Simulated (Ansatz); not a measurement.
**GeH₃S₃ radical: up Jacob's ladder to CCSD(T)**

An exercise on one series of results from a longer session: the logs are not shown, and one member is left open.

Method: functionals in def2-TZVPP, the program's frozen cores in correlated methods; program: Ansatz 0.2.0, Gaussian basis.

Levels to be run: PBE-D4, r2SCAN-D4, PBE0-D4, B3LYP-D4, ωB97X-V, ωB97M-V, B2PLYP; CCSD(T)/def2-TZVPP; MP2/def2-QZVPP; extrapolation to the limit.

### Structure used throughout

All runs share one geometry, relaxed beforehand with PBE0-D4 in a triple-zeta def2 set.

SMILES `[SH][Ge]([SH])[SH]`, 7 atoms, charge 0, spin multiplicity 2.

Atoms are counted from 1 here; the program's logs count them from 0.

Bond lengths: S1–Ge2 2.238 Å, S1–H5 1.343 Å, Ge2–S3 2.226 Å, Ge2–S4 2.249 Å, S3–H6 1.344 Å, S4–H7 1.344 Å. Angles: Ge2–S1–H5 92.5°, S1–Ge2–S3 102.5°, S1–Ge2–S4 112.8°, S3–Ge2–S4 107.8°, Ge2–S3–H6 93.0°, Ge2–S4–H7 93.4°.

The first run:

in.yaml

```yaml
crystal:
  periodic: [false, false, false]
  atoms:
    - {symbol: S, position_ang: [-1.797270, 1.252194, 0.386474]}
    - {symbol: Ge, position_ang: [-0.354427, -0.319366, -0.291053]}
    - {symbol: S, position_ang: [-0.496577, -1.835604, 1.332299]}
    - {symbol: S, position_ang: [1.768970, 0.417751, -0.356625]}
    - {symbol: H, position_ang: [-1.085383, 2.236699, -0.186399]}
    - {symbol: H, position_ang: [0.329484, -2.690025, 0.704075]}
    - {symbol: H, position_ang: [1.635193, 0.938360, -1.588782]}
basis:
  gaussian: {orbitals: def2-TZVPP}
magnetization: {spin_polarized: true, initial_magnetization: 1}
hamiltonian: {xc: pbe, dispersion: d4}
output: {forces: true, orbitals: {seedname: orbitals}}
```

Started as:

```sh
> ansatz run in.yaml --threads 2 --pin off --events-out ev --progress --plain --max-ram 32768MiB --backend cpu
```

Among the steps run: PBE-D4 (GGA); r2SCAN-D4 (meta-GGA); PBE0-D4 (hybrid); B3LYP-D4 (hybrid); ωB97X-V (range-separated); ωB97M-V (range-separated); B2PLYP (double hybrid); CCSD(T) in def2-TZVPP; MP2 in def2-QZVPP.

One of the session's tables, all rows but one given; the rest of the session is left out.

| method | atomisation energy (eV) |
| --- | --- |
| PBE-D4 | 20.431 |
| r2SCAN-D4 | 20.233 |
| PBE0-D4 | 19.958 |
| B3LYP-D4 | 19.757 |
| ωB97X-V | 20.075 |
| ωB97M-V | 19.996 |
| B2PLYP | 19.372 |
| HF/def2-TZVPP | 13.139 |
| MP2/def2-TZVPP | 19.409 |
| CCSD/def2-TZVPP | ? |
| CCSD(T)/def2-TZVPP | 19.169 |
| MP2/CBS | 20.082 |
| CCSD(T)/CBS | 19.841 |

**Question.** Estimate the row for CCSD/def2-TZVPP.

The run gave: atomisation energy (eV): 18.667. In the column «atomisation energy (eV)» it lies between HF/def2-TZVPP (13.139) and CCSD(T)/def2-TZVPP (19.169).

To keep in mind: Free atoms (3 S, 1 Ge, 3 H) were run apart at each level; the atomisation energy is their sum less the molecule, without zero-point or spin-orbit terms.
